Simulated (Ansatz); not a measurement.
**ClH7OSi2: a reaction path by the nudged elastic band**

What path joins these two structures, and how high does it climb? Both ends were relaxed at PBE0-D4 in triple zeta. A second band with other settings follows.

Computed with Ansatz 0.2.0, Gaussian basis. Level: PBE0-D4/def2-SVP.

22 further runs of the same task are left out: 22 set aside as unsound or not needed.

**1. The system as given**

The first end: 11 atoms, charge 0, spin multiplicity 1.

Atoms are counted from 1 here; the program's logs count them from 0.

Bond lengths: Si1–H2 1.493 Å, Si1–O3 1.627 Å, Si1–H5 1.482 Å, Si1–H6 1.486 Å, O3–Si4 1.639 Å, Si4–H9 1.485 Å, Si4–H10 1.482 Å, Si4–H11 1.485 Å, H7–Cl8 1.283 Å. Angles: H2–Si1–O3 109.4°, H2–Si1–H5 108.3°, H2–Si1–H6 108.4°, O3–Si1–H5 109.3°, O3–Si1–H6 111.1°, H5–Si1–H6 110.3°, Si1–O3–Si4 148.2°, O3–Si4–H9 110.2°, O3–Si4–H10 109.4°, O3–Si4–H11 108.2°, H9–Si4–H10 110.1°, H9–Si4–H11 109.4°, H10–Si4–H11 109.5°.

Geometry (Å):

```
Si   -1.0469    0.8917   -0.8011
H    -0.0267    1.9367   -1.1121
O    -0.3089   -0.5467   -0.6196
Si    0.2614   -1.7024    0.3929
H    -1.9967    0.8166   -1.9368
H    -1.7601    1.2869    0.4407
H     1.5224    1.9543    0.2462
Cl    2.0742    1.5343    1.3260
H    -0.0812   -1.3679    1.7990
H     1.7321   -1.8086    0.2396
H    -0.3697   -2.9949    0.0251
```

The second end:

```xyz
11
ClH7OSi2
Si   -1.2549    0.9947    0.5431
H     1.2657    0.8442   -2.1077
O    -0.7284   -0.5281    0.4108
Si    0.4993   -1.5994    0.2166
H    -1.6260    1.5287   -0.7844
H    -2.3841    1.0339    1.4943
H     1.4308    1.3044   -1.5429
Cl    0.2311    2.1977    1.2928
H     0.1803   -2.8098    1.0112
H     1.7755   -1.0052    0.6847
H     0.6106   -1.9609   -1.2186
```

**2. The band at PBE0-D4/def2-SVP**

Contents of neb/in.yaml:

```yaml
crystal:
  periodic: [false, false, false]
  atoms:
    - {symbol: Si, position_ang: [-1.046943, 0.891723, -0.801064]}
    - {symbol: H, position_ang: [-0.026658, 1.936684, -1.112110]}
    - {symbol: O, position_ang: [-0.308944, -0.546687, -0.619569]}
    - {symbol: Si, position_ang: [0.261409, -1.702389, 0.392867]}
    - {symbol: H, position_ang: [-1.996651, 0.816634, -1.936798]}
    - {symbol: H, position_ang: [-1.760128, 1.286854, 0.440699]}
    - {symbol: H, position_ang: [1.522441, 1.954321, 0.246163]}
    - {symbol: Cl, position_ang: [2.074182, 1.534328, 1.326047]}
    - {symbol: H, position_ang: [-0.081212, -1.367863, 1.798973]}
    - {symbol: H, position_ang: [1.732080, -1.808589, 0.239553]}
    - {symbol: H, position_ang: [-0.369679, -2.994916, 0.025139]}
basis:
  gaussian: {orbitals: def2-SVP}
hamiltonian: {xc: pbe0, dispersion: d4}
neb:
  images: 5
  climbing: true
  max_iterations: 40
  initial_path: idpp
  final_atoms:
    - {symbol: Si, position_ang: [-1.254932, 0.994735, 0.543133]}
    - {symbol: H, position_ang: [1.265731, 0.844187, -2.107652]}
    - {symbol: O, position_ang: [-0.728400, -0.528080, 0.410826]}
    - {symbol: Si, position_ang: [0.499327, -1.599449, 0.216576]}
    - {symbol: H, position_ang: [-1.626037, 1.528696, -0.784434]}
    - {symbol: H, position_ang: [-2.384127, 1.033851, 1.494280]}
    - {symbol: H, position_ang: [1.430807, 1.304416, -1.542936]}
    - {symbol: Cl, position_ang: [0.231113, 2.197723, 1.292800]}
    - {symbol: H, position_ang: [0.180288, -2.809839, 1.011172]}
    - {symbol: H, position_ang: [1.775486, -1.005219, 0.684698]}
    - {symbol: H, position_ang: [0.610643, -1.960920, -1.218563]}
```

Launch:

```
$ ansatz run in.yaml --threads 4 --pin off --events-out ev --progress --plain --max-ram 9574MiB
```

**3. The band at PBE0-D4/def2-SVP, other settings**

Edit neb/in.yaml of step 2 so:

```diff
@@ -19,3 +19,3 @@
   images: 5
-  climbing: true
+  climbing: immediate
   max_iterations: 40
```

Before running it: what results should come out? Wanted: from earlier runs: barrier over the separately found saddle, CCSD(T)/def2-TZVPP.

The runs gave:

| quantity | value |
| --- | --- |
| PBE0-D4/def2-SVP, 29 iterations | highest 1.319 eV (image 2), last end -0.774 eV |
| PBE0-D4/def2-SVP, 25 iterations | highest 1.319 eV (image 3), last end -0.774 eV |
| from earlier runs: barrier over the separately found saddle, CCSD(T)/def2-TZVPP | 1.584 eV |

The highest image lies 1.319 eV above the first end, and it climbed, so it estimates the saddle. The ends are not quite minima at this level (largest force component 0.62 eV/Å), so the heights are unreliable: relaxing the first end would lower it and raise the barrier above it. The highest image is 0.265 eV below the CCSD(T) barrier in triple zeta, which comes from separate runs on the saddle. The second band's highest image lies at 1.319 eV, at the same level with other band settings.
